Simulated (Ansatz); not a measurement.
Which YAML input does this script hand to the engine? (the Python package of Ansatz (0.2.0))

Script `rh.py`:
```python
'''Slab calculation for Rh.'''

import ansatz as az
from ase import Atoms
from ase.build import surface
import numpy as np

atoms = Atoms(
    ['Rh', 'Rh'],
    scaled_positions=[
        (2 / 3, 1 / 3, 0.75),
        (1 / 3, 2 / 3, 0.25),
    ],
    cell=[
        (2.73098, 0.0, 0.0),
        (-1.36549, 2.3651, 0.0),
        (0.0, 0.0, 4.42849),
    ],
    pbc=True,
)
# the plane is named in the basis of this cell
slab = surface(atoms, (0, 0, 1), 2, vacuum=6.0)
slab.pbc = True

print(slab.get_chemical_formula(), 'area {:.3f} A^2, cell height {:.2f} A'.format(np.linalg.norm(np.cross(slab.cell[0], slab.cell[1])), slab.cell[2, 2]))


def common(structure):
    return (
        az.Crystal.from_ase(structure).calculation()
        .functional('PBEsol')
        .basis(510)
        .occupations('fermi_dirac', width=0.15)
    )


setup = common(slab)
setup = setup.kpoints(7, 7, 1).electric_field(axis=3, dipole_correction=True)
setup = setup.relax(force_tolerance=0.03, max_steps=30)
res = setup.run()
rep = res.report

print(f'slab free energy {rep["free_energy_ev"]:.4f} eV, Fermi level {rep["fermi_energy_ev"]:.3f} eV')
face = rep['work_function']
print('work function (eV), upper and lower face:', *(round(face[k], 3) for k in ('phi_plus_ev', 'phi_minus_ev') if face.get(k) is not None))
print(f'dipole {face["dipole_moment_e_ang"]:+.4f} e A')

print('atom   z before  z after (A)')
for atom, site in zip(slab, res.lattice.sites):
    print(f'{atom.symbol:3s} {atom.z:9.3f} {site.position_ang[2]:9.3f}')
```

`python rh.py` gives:
```text
Rh4 area 6.459 A^2, cell height 18.64 A
RunWarning: efield: at this solve's end the planar-averaged density reaches 4.22e-5 e/Å³ inside the ramp window [0.8964, 0.1036] (bound 1e-5 e/Å³), and -3.18e-5 e/Å³ on another of its planes; by the running means of the window's planes the mean density over a ramp is at most 3.49e-5 e/Å³, which is held to the bound [...]
slab free energy -25353.2042 eV, Fermi level 7.331 eV
work function (eV), upper and lower face: 5.297 5.297
dipole +0.0000 e A
atom   z before  z after (A)
Rh      8.214     8.256
Rh      6.000     6.142
Rh     12.643    12.501
Rh     10.428    10.387
```
(Warnings from the package without file and line, shortened, repeats left out.)

`input.yaml`:
```yaml
crystal:
  lattice:
    - [2.73098, 0.0, 0.0]
    - [-1.36549, 2.3651, 0.0]
    - [0.0, -0.0, 18.642735]
  atoms:
    - { symbol: Rh, position: [0.6666666666666666, 0.3333333333333333, 0.44061372969148577] }
    - { symbol: Rh, position: [0.33333333333333337, 0.6666666666666666, 0.3218411890744572] }
    - { symbol: Rh, position: [0.6666666666666666, 0.3333333333333333, 0.6781588109255429] }
    - { symbol: Rh, position: [0.33333333333333337, 0.6666666666666666, 0.5593862703085143] }
basis:
  ecutwfc: 510.0
kpoints:
  mp_grid:
    grid: [7, 7, 1]
hamiltonian:
  xc: pbesol
efield:
  axis: 3
  dipole_correction: true
scf:
  occupations:
    method: fermi_dirac
    width: 0.15
relax:
  f_tol: 0.03
  max_steps: 30
```

Total energies depend on the potentials; only differences at equal settings carry meaning. A total without «per atom» is that of the whole cell that was run. The density doesn't vanish in the vacuum (a short gap or a low cutoff), which blurs the vacuum level. For a metal this k-point mesh is coarse: on a finer one energies can move by several to tens of meV an atom and pressures by half a GPa or more, differences at one mesh by less. The zero of the levels is a convention of the potentials, so an absolute Fermi energy is no work function. The smearing is wide enough that free energy and stress hold a thermal part of the electrons. This isn't the structure that Rh takes at ambient conditions. The slab is thin and cut from the structure as given; a cut can leave two unlike or polar faces, and the surface energy is then their mean. Miller indices refer to the vectors of the cell as typed, and the lattice isn't relaxed for this functional, so relaxation and surface energy can hold strain. Timing: 13 s on 1 thread of Arm Neoverse V2, with other jobs on the host, peak memory 0.48 GiB.
